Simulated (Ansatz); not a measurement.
# GdIn: how the settings move a single-point run

How sensitive is a single-point run of GdIn to its settings? A reference run comes first, then one run with altered input.

Computed with Ansatz 0.2.0 (reference: DFT, LDA+U, PAW with Ansatz's default frozen-core files, scalar-relativistic, unless a step's input says otherwise).

## 1. The structure to begin with

The structure is cubic, space group Pm-3m (No. 221). Conventional cell: a = 3.830 Å, b = 3.830 Å, c = 3.830 Å, α = 90.00°, β = 90.00°, γ = 90.00°. Gd (site symmetry m-3m) is surrounded by 8 In at 3.32 Å. In (site symmetry m-3m) is surrounded by 8 Gd at 3.32 Å.

Structure file:

```cif
data_structure
_symmetry_space_group_name_H-M 'P 1'
_symmetry_Int_Tables_number 1
_cell_length_a 3.8300
_cell_length_b 3.8300
_cell_length_c 3.8300
_cell_angle_alpha 90.000
_cell_angle_beta 90.000
_cell_angle_gamma 90.000
_cell_volume 56.18
loop_
_atom_site_label
_atom_site_type_symbol
_atom_site_fract_x
_atom_site_fract_y
_atom_site_fract_z
_atom_site_occupancy
Gd1 Gd 0.00000 0.00000 0.00000 1
In1 In 0.50000 0.50000 0.50000 1
```

## 2. Reference

File input.yaml:

```yaml
crystal:
  lattice:
    - [3.83, 0.0, 0.0]
    - [0.0, 3.83, 0.0]
    - [0.0, 0.0, 3.83]
  atoms:
    - { symbol: Gd, position: [0.0, 0.0, 0.0], spin: 7.0 }
    - { symbol: In, position: [0.5, 0.5, 0.5] }
magnetization:
  spin_polarized: true
kpoints:
  mp_grid: { grid: [10, 10, 10] }
scf:
  occupations: { method: fermi_dirac, width: 0.03 }
hamiltonian:
  xc: lda
  pseudopotentials: { kind: paw }
  hubbard: { sites: [{ species: Gd, l: f, u_eff: 6 }] }
output:
  forces: true
  stress: true
  eigenvalues: true
  hubbard: { sites: [{ species: Gd, l: f }] }
  populations: true
  dos: { projected: true, de: 0.1, e_range: [-10, 8] }
```

Command:

```sh
> ansatz run input.yaml --threads 1 --pin off --max-ram 3072MiB --backend cpu --events-out ev --progress --plain --runs-dir out
```

## 3. Changed: hubbard.double_counting amf

input.yaml, as its differences from that of step 2:

```diff
@@ -17,3 +17,3 @@
   pseudopotentials: { kind: paw }
-  hubbard: { sites: [{ species: Gd, l: f, u_eff: 6 }] }
+  hubbard: { sites: [{ species: Gd, l: f, u_eff: 6 }], double_counting: amf }
 output:
@@ -24,2 +24 @@
   populations: true
-  dos: { projected: true, de: 0.1, e_range: [-10, 8] }
```

Before running it: what results should come out? Wanted: for each run, ending; energy change; pressure; abs. moment; force.

The runs gave:

| run | ending | energy change | pressure (GPa) | abs. moment (μB) | force (eV/Å) | cycles | time |
| --- | --- | --- | --- | --- | --- | --- | --- |
| reference | converged | 0 | -5.9 | 7.34 | 0.00 | 10 | 16 s |
| 1: hubbard.double_counting amf | converged | -1.93 eV/atom (U changed: no physical gain or loss) | -2.2 | 2.88 | 0.00 | 134 | 45 min |

Times don't compare one to one where runs were asked for different outputs or read a saved state (see the inputs); cycles may leave out searches for a lower state.

Residual by cycle in the longest SCF loop of each run; runs are numbered as in the table. The quantity is the density residual dr2, in eV.

| cycle | reference | run 1 |
| --- | --- | --- |
| 1 | 0.794 | 0.896 |
| 8 | 7.9e-7 | 0.00653 |
| 15 | - | 3.97 |
| 21 | - | 0.25 |
| 28 | - | 2.66 |
| 35 | - | 1.92 |
| 42 | - | 0.369 |
| 49 | - | 1.23 |
| 56 | - | 1.01 |
| 62 | - | 0.066 |
| 69 | - | 0.0124 |
| 76 | - | 1.8e-9 |

Changing the Hubbard U moves the energy by -1.93 eV/atom, and the pressure goes from -5.9 to -2.2 GPa and the absolute moment goes from 7.34 to 2.88 μB. The U term adds an energy of its own, so the shift says nothing about which run is better. Its first SCF ended 2.082 eV higher; the search for a lower state found the one reported. A changed U is a change of model: its shifts are not errors of convergence.
